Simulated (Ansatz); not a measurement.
# C4H7FO3Ti: taking an electron away

One table from this session's results is given with a row withheld; the runs are named, their logs left out.

Computed with Ansatz 0.2.0, Gaussian basis. Level: unrestricted cation, the program's frozen cores in correlated methods.

Plan: UKS PBE-D4/def2-TZVPP; UKS r2SCAN-D4/def2-TZVPP; UKS PBE0-D4/def2-TZVPP; UKS B3LYP-D4/def2-TZVPP; UKS wB97X-V/def2-TZVPP; UKS wB97M-V/def2-TZVPP; UKS B2PLYP/def2-TZVPP; UHF-CCSD(T)/def2-TZVPP; UHF-MP2/def2-QZVPP; extrapolation to the limit; then −ε(HOMO) from the neutral's earlier runs with LDA (SPW92), PBE-D4, revPBE-D4, BLYP-D4, r2SCAN-D4, B97M-V, PBE0-D4, B3LYP-D4, r2SCANh-D4, r2SCAN0-D4, HSE06-D4, BHLYP-D4, CAM-B3LYP-D4, LC-ωPBE, ωB97X-V, ωB97M-V.

## The relaxed structure

An earlier PBE0-D4 in a triple-zeta def2 set relaxation fixed the geometry.

16 atoms, charge 0, spin multiplicity 1.

Atoms are counted from 1 here; the program's logs count them from 0.

Bond lengths: C1–Ti2 2.069 Å, C1–H10 1.092 Å, C1–H11 1.096 Å, C1–H12 1.090 Å, Ti2–O3 1.792 Å, Ti2–F4 1.776 Å, Ti2–O5 1.995 Å, Ti2–O9 2.047 Å, O3–H13 0.960 Å, O5–C6 1.267 Å, C6–C7 1.383 Å, C6–H14 1.095 Å, C7–C8 1.393 Å, C7–H15 1.080 Å, C8–O9 1.255 Å, C8–H16 1.097 Å. Angles: Ti2–C1–H10 108.7°, Ti2–C1–H11 106.5°, Ti2–C1–H12 111.6°, H10–C1–H11 109.2°, H10–C1–H12 111.0°, H11–C1–H12 109.7°, C1–Ti2–O3 110.3°, C1–Ti2–F4 93.7°, C1–Ti2–O5 124.2°, C1–Ti2–O9 84.2°, O3–Ti2–F4 101.8°, O3–Ti2–O5 123.9°, O3–Ti2–O9 92.5°, F4–Ti2–O5 87.8°, F4–Ti2–O9 165.3°, O5–Ti2–O9 81.4°, Ti2–O3–H13 125.3°, Ti2–O5–C6 134.4° and more.

As a file:

```xyz
16
charge 0, multiplicity 1
C     1.2829   -1.4450   -1.3025
Ti    1.1263    0.2156   -0.0783
O     2.1548    0.0154    1.3750
F     2.1583    1.2214   -1.1169
O    -0.2860    1.6127   -0.2580
C    -1.5166    1.6718    0.0389
C    -2.2539    0.6604    0.6265
C    -1.6369   -0.5398    0.9739
O    -0.4286   -0.8113    0.7689
H     2.2780   -1.4571   -1.7517
H     0.5321   -1.3219   -2.0921
H     1.0909   -2.3671   -0.7542
H     3.0240    0.4040    1.4969
H    -2.0130    2.6198   -0.1957
H    -3.3016    0.8125    0.8419
H    -2.2336   -1.3140    1.4715
```

Set-up of the first run:

in.yaml reads:

```yaml
crystal:
  periodic: [false, false, false]
  atoms:
    - {symbol: C, position_ang: [1.282920, -1.444992, -1.302534]}
    - {symbol: Ti, position_ang: [1.126350, 0.215568, -0.078318]}
    - {symbol: O, position_ang: [2.154801, 0.015426, 1.374998]}
    - {symbol: F, position_ang: [2.158335, 1.221407, -1.116862]}
    - {symbol: O, position_ang: [-0.286027, 1.612671, -0.257977]}
    - {symbol: C, position_ang: [-1.516595, 1.671822, 0.038850]}
    - {symbol: C, position_ang: [-2.253936, 0.660398, 0.626541]}
    - {symbol: C, position_ang: [-1.636872, -0.539764, 0.973884]}
    - {symbol: O, position_ang: [-0.428602, -0.811307, 0.768942]}
    - {symbol: H, position_ang: [2.278031, -1.457132, -1.751708]}
    - {symbol: H, position_ang: [0.532145, -1.321939, -2.092058]}
    - {symbol: H, position_ang: [1.090889, -2.367084, -0.754182]}
    - {symbol: H, position_ang: [3.023952, 0.403986, 1.496922]}
    - {symbol: H, position_ang: [-2.012964, 2.619787, -0.195660]}
    - {symbol: H, position_ang: [-3.301602, 0.812525, 0.841866]}
    - {symbol: H, position_ang: [-2.233624, -1.313973, 1.471496]}
basis:
  gaussian: {orbitals: def2-TZVPP}
total_charge: 1
magnetization: {spin_polarized: true, initial_magnetization: 1}
hamiltonian: {xc: pbe, dispersion: d4}
```

Run with:

```bash
$ ansatz run in.yaml --threads 4 --pin off --events-out ev --progress --plain --max-ram 66560MiB --backend cuda --devices 0, --max-vram 37GiB
```

Among the steps run: Cation, UKS PBE-D4/def2-TZVPP; Cation, UKS r2SCAN-D4/def2-TZVPP; Cation, UKS PBE0-D4/def2-TZVPP; Cation, UKS B3LYP-D4/def2-TZVPP; Cation, UKS wB97X-V/def2-TZVPP; Cation, UKS wB97M-V/def2-TZVPP; Cation, UKS B2PLYP (frozen core)/def2-TZVPP; Cation, UHF-CCSD(T)/def2-TZVPP; Cation, UHF-MP2/def2-QZVPP.

One table of the session follows, with a row left open; its other results are not shown here.

For comparison, −ε(HOMO) of the neutral from earlier runs:

```
  functional  −ε(HOMO) (eV)
 LDA (SPW92)           6.33
      PBE-D4           6.18
   revPBE-D4           6.12
     BLYP-D4           6.06
   r2SCAN-D4           6.47
      B97M-V           6.58
     PBE0-D4           7.59
    B3LYP-D4           7.36
  r2SCANh-D4           7.00
  r2SCAN0-D4           7.79
    HSE06-D4           7.19
    BHLYP-D4              ?
CAM-B3LYP-D4           8.97
     LC-ωPBE          10.21
     ωB97X-V           9.89
     ωB97M-V           9.82
```

**Question.** Estimate the row for BHLYP-D4.

Worked estimate for «−ε(HOMO) (eV)». Against the share of exact exchange, BLYP-D4 (0, 6.06), B3LYP-D4 (0.2, 7.36) give a slope of 6.50 per unit share; at 0.5 the line stands at 9.31.

**Answer.** −ε(HOMO) (eV): 8.70. In «−ε(HOMO) (eV)» the line misses by +0.61.
